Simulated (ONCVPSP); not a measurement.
# Pseudopotential generation for In: ONCV, PBEsol

Task: generate the file, and judge it by its errors in other configurations, its logarithmic derivatives, its ghosts and its cutoff.

Program: ONCVPSP 4.0.1. Reference atom: PBEsol, scalar-relativistic, spherical and spin-unpolarised. All values are calculated.

## (1) The atom and the settings

The settings as typed:

```json
{
  "element": "indium (In, Z = 49)",
  "type": "optimised norm-conserving Vanderbilt (ONCV)",
  "frozen core": "[Ar] 3d10",
  "valence charge": "21",
  "reference configuration": "4s2 4p6 4d10 5s2 5p1",
  "partial waves": "4s+5s: rc 1.20 bohr, ncon 5, nbas 8, qcut 8.3 1/bohr, 2 projectors; 4p+5p: rc 1.50 bohr, ncon 3, nbas 7, qcut 9.4 1/bohr, 2 projectors; 4d: rc 1.65 bohr, ncon 4, nbas 8, qcut 8.4 1/bohr, 2 projectors, debl 1.4 Ha",
  "local potential": "polynomial inside 1.05 bohr (lpopt 4, dvloc0 -1 Ha)",
  "core correction": "Teter function, fcfact 5.75, rcfact 1.3"
}
```

The outer shells as boxes (Hund's rule for the drawing; the calculation is spin-unpolarised):

```
[Ar] core
3d [↑↓][↑↓][↑↓][↑↓][↑↓]
4s [↑↓]
4p [↑↓][↑↓][↑↓]
4d [↑↓][↑↓][↑↓][↑↓][↑↓]
5s [↑↓]
5p [↑ ][  ][  ]
```

## (2) Generation

Contents of In.dat:

```
# ATOM AND REFERENCE CONFIGURATION
# atsym  z   nc   nv     iexc    psfile
  In 49.00    6    5  -116133      upf
#
#   n    l    f
    1    0    2.00
    2    0    2.00
    2    1    6.00
    3    0    2.00
    3    1    6.00
    3    2   10.00
    4    0    2.00
    4    1    6.00
    4    2   10.00
    5    0    2.00
    5    1    1.00
#
# PSEUDOPOTENTIAL AND OPTIMIZATION
# lmax
    2
#
#   l,   rc,      ep,       ncon, nbas, qcut
    0    1.20    0.00    5    8    8.30
    1    1.50    0.00    3    7    9.40
    2    1.65    0.00    4    8    8.40
#
# LOCAL POTENTIAL
# lloc, lpopt,  rc(5),   dvloc0
    4    4    1.05   -1.00
#
# VANDERBILT-KLEINMAN-BYLANDER PROJECTORs
# l, nproj, debl
    0    2    0.30
    1    2    0.60
    2    2    1.40
#
# MODEL CORE CHARGE
# icmod, fcfact, rcfact
    3    5.75    1.30
#
# LOG DERIVATIVE ANALYSIS
# epsh1, epsh2, depsh
   -6.00    5.00    0.04
#
# OUTPUT GRID
# rlmax, drl
    6.00    0.01
#
# TEST CONFIGURATIONS
# ncnf
    4
# nvcnf
#   n    l    f
    5
    4    0    2.00
    4    1    6.00
    4    2   10.00
    5    0    2.00
    5    1    0.00
#
    5
    4    0    2.00
    4    1    6.00
    4    2   10.00
    5    0    1.00
    5    1    0.00
#
    5
    4    0    2.00
    4    1    6.00
    4    2   10.00
    5    0    0.00
    5    1    0.00
#
    5
    4    0    2.00
    4    1    6.00
    4    2    9.00
    5    0    0.00
    5    1    0.00
#
```

Started as:

```bash
$ oncvpsp.x < In.dat > In.out
```

Q: Predict the outcome of this session. Wanted: cutoffs for 1 and 0.1 mHa per electron, occupied waves; bound ghosts; GHOST(+) flags; largest test error; largest phase difference near zero energy, channels read; rms error of d²Exc/dn², without and with the model core.

As calculated:

| quantity | value |
| --- | --- |
| cutoffs for 1 and 0.1 mHa per electron, occupied waves | 87 Ha and 115 Ha |
| bound ghosts | d at -1481.02 eV |
| GHOST(+) flags | s at 481 eV |
| largest test error (AE − PS) | -4.2 meV, for 4s2 4p6 4d10 5s1 5p0 (2 tests unsolved) |
| largest phase difference near zero energy, channels read | 0.000 rad |
| rms error of d²Exc/dn², without and with the model core | 2.14 and 0.40 mHa |

**Reading.** A bound ghost (d) makes it unfit for use: electrons would fall into a state below the valence levels of that channel. The worst test, 4s2 4p6 4d10 5s1 5p0, is off by 4.2 meV on 24.6 eV; by total energies transferability rates as very good where solved. Atomic tests can pass in spite of a ghost, since they solve only for the levels asked. Of the tests 2 gave no usable result, which is a warning in itself. It counts as very hard, with 87 Ha needed at the looser tolerance. The 4s wave sets it; 5s needs 34 Ha. Near zero energy the phases of the channels with partial waves agree within 0.001 rad. The program also flags highly localised states, GHOST(+) (s).
